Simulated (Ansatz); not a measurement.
# C₂H₄BClO: how energies converge with the basis set

The task here is to estimate one member of a computed series from the others.

Program: Ansatz 0.2.0, Gaussian basis. Level of theory: one geometry, several basis sets. These are calculated values, not measurements.

The runs, in order: PBE0-D4/def2-SVP; ωB97M-V/def2-SVP; PBE0-D4/def2-QZVPP; ωB97M-V/def2-QZVPP; the functionals' def2-TZVPP values are taken from earlier runs.

## The geometry

The geometry comes from an earlier relaxation with PBE0-D4 in a triple-zeta def2 set; it is a stationary point, not always the lowest conformer.

9 atoms, charge 0, spin multiplicity 1.

Atoms are counted from 1 here; the program's logs count them from 0.

Bond lengths: B1–C2 1.590 Å, B1–H6 1.194 Å, B1–H7 1.194 Å, C2–O3 1.203 Å, C2–C4 1.526 Å, C4–Cl5 1.801 Å, C4–H8 1.089 Å, C4–H9 1.089 Å. Angles: C2–B1–H6 119.1°, C2–B1–H7 119.1°, H6–B1–H7 120.0°, B1–C2–O3 129.4°, B1–C2–C4 108.4°, O3–C2–C4 122.2°, C2–C4–Cl5 100.4°, C2–C4–H8 113.5°, C2–C4–H9 113.5°, Cl5–C4–H8 109.0°, Cl5–C4–H9 109.0°, H8–C4–H9 110.9°.

The first run:

in.yaml

```yaml
crystal:
  periodic: [false, false, false]
  atoms:
    - {symbol: B, position_ang: [0.896328, 0.720838, -0.721652]}
    - {symbol: C, position_ang: [0.577765, -0.442073, 0.314902]}
    - {symbol: O, position_ang: [1.332871, -1.189081, 0.879277]}
    - {symbol: C, position_ang: [-0.932660, -0.500198, 0.524551]}
    - {symbol: Cl, position_ang: [-1.464044, 0.832198, -0.565054]}
    - {symbol: H, position_ang: [1.233123, 1.789905, -0.309633]}
    - {symbol: H, position_ang: [1.065531, 0.443584, -1.870850]}
    - {symbol: H, position_ang: [-1.381811, -1.433636, 0.187433]}
    - {symbol: H, position_ang: [-1.238703, -0.267638, 1.543827]}
basis:
  gaussian: {orbitals: def2-SVP}
hamiltonian: {xc: pbe0, dispersion: d4}
output: {orbitals: {seedname: orbitals}}
```

Command:

```sh
$ ansatz run in.yaml --threads 2 --pin off --events-out ev --progress --plain --max-ram 4352MiB
```

Among the steps run: PBE0-D4 in def2-SVP; ωB97M-V in def2-SVP; PBE0-D4 in def2-QZVPP; ωB97M-V in def2-QZVPP.

One table of the session follows, with a row left open; its other results are not shown here.

It belongs to the step «Density functionals: the series». 

| functional | basis | HOMO (eV) |
| --- | --- | --- |
| PBE0-D4 | def2-SVP | -7.14 |
| PBE0-D4 | def2-TZVPP | -7.27 |
| PBE0-D4 | def2-QZVPP | -7.31 |
| ωB97M-V | def2-SVP | ? |
| ωB97M-V | def2-TZVPP | -9.63 |
| ωB97M-V | def2-QZVPP | -9.67 |

Q: Estimate the row for ωB97M-V, def2-SVP from the others.

As computed: HOMO (eV): -9.47. In the column «HOMO (eV)» it lies between ωB97M-V, def2-TZVPP (-9.63) and PBE0-D4, def2-QZVPP (-7.31).
